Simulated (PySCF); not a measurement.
**SiSe: basis, grid and Hamiltonian**

Which parts of the numerical set-up matter for SiSe? Each run edits the base script.

The runs use PySCF 2.14.0; each script names its method and basis.

4 further runs of the same task are left out: 4 that didn't finish.

**1. The starting structure**

SiSe: 2 atoms, charge 0, spin multiplicity 1.

Bond lengths: Si1–Se2 2.230 Å.

**2. The base run**

Contents of input.py:

```python
from pyscf import gto, scf, mcscf

mol = gto.M(
    atom='Si 0 0 0; Se 0 0 2.23',
    basis='cc-pvdz',
    charge=0,
    spin=0,
    symmetry=True,
    verbose=4,
)
mf = scf.ROHF(mol)
mf.kernel()
mc = mcscf.CASCI(mf, 6, 8)
mc.kernel()
mc.analyze()
mf.dip_moment()
print('orbital energies (hartree):', mf.mo_energy[..., max(0, mol.nelec[1]-3):mol.nelec[0]+3].round(4))
```

Command:

```console
$ OMP_NUM_THREADS=1 python input.py
```

Its log is not repeated here.

Base result: E(SCF) = -2688.748266 Eh, 9 cycles, E(CAS) − E(SCF) = -0.03517 Eh, μ = 2.85 D (of the SCF density).

The bond length is a typed value, not an optimised one.

**3. Spin-free X2C on**

Variant 1 changes spin-free X2C: off → on.

Contents of input.py:

```python
from pyscf import gto, scf, mcscf

mol = gto.M(
    atom='Si 0 0 0; Se 0 0 2.23',
    basis='cc-pvdz',
    charge=0,
    spin=0,
    symmetry=True,
    verbose=4,
)
mf = scf.ROHF(mol)
mf = mf.sfx2c1e()
mf.kernel()
mc = mcscf.CASCI(mf, 6, 8)
mc.kernel()
mc.analyze()
mf.dip_moment()
print('orbital energies (hartree):', mf.mo_energy[..., max(0, mol.nelec[1]-3):mol.nelec[0]+3].round(4))
```

Command:

```console
$ OMP_NUM_THREADS=1 python input.py
```

**4. Ano-rcc-vdzp (X2C on)**

Variant 2 changes basis set: cc-pvdz → ano-rcc-vdzp; spin-free X2C: off → on.

Edit input.py of step 2 so:

```diff
@@ -4,3 +4,3 @@
     atom='Si 0 0 0; Se 0 0 2.23',
-    basis='cc-pvdz',
+    basis='ano-rcc-vdzp',
     charge=0,
@@ -11,2 +11,3 @@
 mf = scf.ROHF(mol)
+mf = mf.sfx2c1e()
 mf.kernel()
```

Before running it: what results should come out? Wanted: for each run, E(SCF); from base; SCF dipole; after the SCF.

The runs gave:

| run | E(SCF) (hartree) | from base (eV) | cycles | SCF dipole (D) | functions | after the SCF |
| --- | --- | --- | --- | --- | --- | --- |
| base | -2688.748266 | 0 | 9 | 2.85 | 45 | CASCI correlation -0.957 eV |
| spin-free X2C on | -2711.203908 | -611.0491 | 9 | 2.87 | 45 | CASCI correlation -0.964 eV |
| ano-rcc-vdzp (X2C on) | -2717.648086 | not comparable | 9 | 2.98 | 45 | CASCI correlation -0.892 eV |

In words: Scalar relativity lowers the total energy by 611.05 eV, nearly all of it in the inner shells; a basis contracted without relativity catches only part of it. The dearest run is “ano-rcc-vdzp (X2C on)”, at 3.4 s against 1 s.
